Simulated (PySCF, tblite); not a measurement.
# C7H12OSi: geometry, infrared bands and NMR shifts

What infrared bands and NMR shifts should C7H12OSi (`C=CCC(=C=O)[SiH2]CC`) show?

Programs: tblite 0.8.0 and PySCF 2.14.0, with density-fitted response routines of our own. Each step states its level of theory. These are calculated values for one molecule in the gas phase, unless marked as measured. Atoms count from 0, in the outputs and in this text.

## (1) The starting structure

21 atoms, charge 0, multiplicity 1; geometry from: force field or distance geometry start.

Bonds of the start (Å): C0–C1 1.34, C1–C2 1.49, C2–C3 1.50, C3–C4 1.31, C4–O5 1.17, C3–Si6 1.82, Si6–C7 1.88, C7–C8 1.52, C0–H9 1.08, C0–H10 1.08, C1–H11 1.10, C2–H12 1.08, C2–H13 1.10, Si6–H14 1.49, Si6–H15 1.48, C7–H16 1.09, C7–H17 1.11, C8–H18 1.09, C8–H19 1.10, C8–H20 1.10.

## (2) Optimising the geometry with GFN2-xTB

What the job is given:

```
{"job": {"kind": "relax", "xc": "GFN2-xTB", "basis": "xTB"}, "charge": 0, "multiplicity": 1}
C      2.442900     1.340600     1.231800
C      2.299200     0.037600     0.977400
C      2.088800    -0.558700    -0.375400
C      0.742100    -1.212000    -0.496700
C      0.529700    -2.483300    -0.262100
O      0.342500    -3.624600    -0.067100
Si    -0.725200    -0.247900    -0.990500
C     -1.815800     0.164400     0.479300
C     -3.051800     0.987600     0.152900
H      2.374600     2.083800     0.445700
H      2.601700     1.702000     2.241500
H      2.375400    -0.669700     1.820500
H      2.870900    -1.286000    -0.557100
H      2.203600     0.210000    -1.158800
H     -0.280800     1.021300    -1.623000
H     -1.510400    -0.992200    -1.994000
H     -1.223400     0.700400     1.223600
H     -2.145300    -0.781600     0.946200
H     -3.712100     0.477500    -0.552900
H     -2.779400     1.961100    -0.275400
H     -3.636200     1.186700     1.067700
```

Command:

```
$ OMP_NUM_THREADS=1 python probes_run.py task.json out
```

One launch serves the whole session: the jobs run in the order shown.

**Question.** This job is followed by: GFN2-xTB harmonic vibrations, gas phase; GIAO PBE0/pcSseg-1 NMR shielding, non-relativistic, gas phase. Predict these results of the whole session: strongest single infrared mode (GFN2-xTB); zero-point energy (GFN2-xTB); 13C shifts against TMS (PBE0/pcSseg-1); 1H shifts against TMS (PBE0/pcSseg-1, means over atoms taken as alike); 17O shifts against H2O (PBE0/pcSseg-1); 29Si shifts against TMS (PBE0/pcSseg-1).

**Answer**, as computed:

| quantity | value |
| --- | --- |
| strongest single infrared mode (GFN2-xTB) | 2254 cm⁻¹, 1465 km/mol |
| zero-point energy (GFN2-xTB) | 103.5 kcal/mol |
| 13C shifts against TMS (PBE0/pcSseg-1) | 184.8, 150.4, 121.2, 34.2, 11.8, 10.3, 8.3 ppm |
| 1H shifts against TMS (PBE0/pcSseg-1, means over atoms taken as alike) | 6.06, 5.39, 5.23, 4.47, 2.84, 1.16, 1.04 ppm |
| 17O shifts against H2O (PBE0/pcSseg-1) | 320.5 ppm |
| 29Si shifts against TMS (PBE0/pcSseg-1) | -23.8 ppm |

In words: The optimisation took 145 steps and gained 0.164 eV; among the close pairs (by a distance rule), C3–Si6 changed most, from 1.824 to 1.892 Å. No mode is imaginary among the 57: a minimum at this level. The strongest single mode, at 2254 cm⁻¹, moves mainly C4 and H15. GFN2-xTB is a fitted tight-binding method: band positions and strengths are rough. Its intensities can rank the bands wrongly. The most deshielded hydrogen is H11 (hydrogen on an alkene CH), at 6.06 ppm: a vinylic proton, deshielded by the sp2 carbon and the C=C anisotropy. At PBE0/pcSseg-1: The largest span, 316 ppm, is at O5, where the paramagnetic term is -388 ppm.
